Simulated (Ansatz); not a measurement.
# YBe2Al2Au: the cost of one run

Computed with Ansatz 0.2.0 (DFT PBE, scalar-relativistic, plane waves, PAW, unless a step's input says otherwise).

## (1) The structure to begin with

It takes space group P4/mmm (No. 123, tetragonal). The conventional cell has a = 4.379 Å, b = 4.379 Å, c = 5.701 Å, α = 90.00°, β = 90.00°, γ = 90.00°. Y (site symmetry 4/mmm) has 2 Au at 2.85 Å as nearest neighbours. Be (site symmetry mmm) is surrounded by 2 Au at 2.19 Å. Al (site symmetry 4mm) is surrounded by 1 Al at 2.65 Å and 4 Be at 2.67 Å. Au (site symmetry 4/mmm) has 4 Be at 2.19 Å as nearest neighbours.

As a file:

```
CELL_PARAMETERS angstrom
4.37856 0.00000 0.00000
0.00000 4.37856 0.00000
0.00000 0.00000 5.70127
ATOMIC_POSITIONS crystal
Y 0.00000 0.00000 0.50000
Be 0.00000 0.50000 0.00000
Be 0.50000 0.00000 0.00000
Al 0.50000 0.50000 0.26773
Al 0.50000 0.50000 0.73227
Au 0.00000 0.00000 0.00000
```

It is the end of an earlier relaxation with the same method, starting from a generated guess, and another structure or a mixture of phases may lie lower. At a tolerance of 0.05 Å it has space group P4/mmm (No. 123); it has 18.22 Å³/atom, an uncorrected energy of +0.03 eV/atom over the elements.

## (2) Static run: bands, density of states and charges

Input file input.yaml:

```yaml
crystal:
  lattice:
    - [4.378558984, 0.0, 0.0]
    - [0.0, 4.378558984, 0.0]
    - [0.0, 0.0, 5.7012708109]
  atoms:
    - { symbol: "Y", position: [0.0, 0.0, 0.5] }
    - { symbol: Be, position: [0.0, 0.5, 0.0] }
    - { symbol: Be, position: [0.5, 0.0, 0.0] }
    - { symbol: Al, position: [0.5, 0.5, 0.2677266987] }
    - { symbol: Al, position: [0.5, 0.5, 0.7322733013] }
    - { symbol: Au, position: [0.0, 0.0, 0.0] }
basis:
  ecutwfc: 420
kpoints:
  mp_grid: { grid: [8, 8, 8] }
  band_path:
    path:
      - [[0.0, 0.0, 0.0], [0.0, 0.5, 0.0], [0.5, 0.5, 0.0], [0.0, 0.0, 0.0], [0.0, 0.0, 0.5], [0.0, 0.5, 0.5], [0.5, 0.5, 0.5], [0.0, 0.0, 0.5]]
      - [[0.0, 0.5, 0.0], [0.0, 0.5, 0.5]]
      - [[0.5, 0.5, 0.0], [0.5, 0.5, 0.5]]
    npoints: 14
hamiltonian:
  xc: pbe
scf:
  occupations: { method: gaussian, width: 0.1 }
  n_extra_bands: 15
output:
  forces: true
  stress: true
  eigenvalues: true
  populations: true
  dos: { projected: true, de: 0.02, nscf_kmesh: { grid: [10, 10, 10] } }
  bader: true
```

Run with:

```console
ansatz run input.yaml --threads 1 --pin off --max-ram 2048MiB --backend cpu --events-out ev --progress --plain --runs-dir out
```

Q: Estimate wall time and peak memory on 1 thread of Intel Xeon Platinum 8259CL at 2.50GHz (Skylake/Cascade Lake), shared host.

About 2.7 min, with a peak of 0.65 GiB.
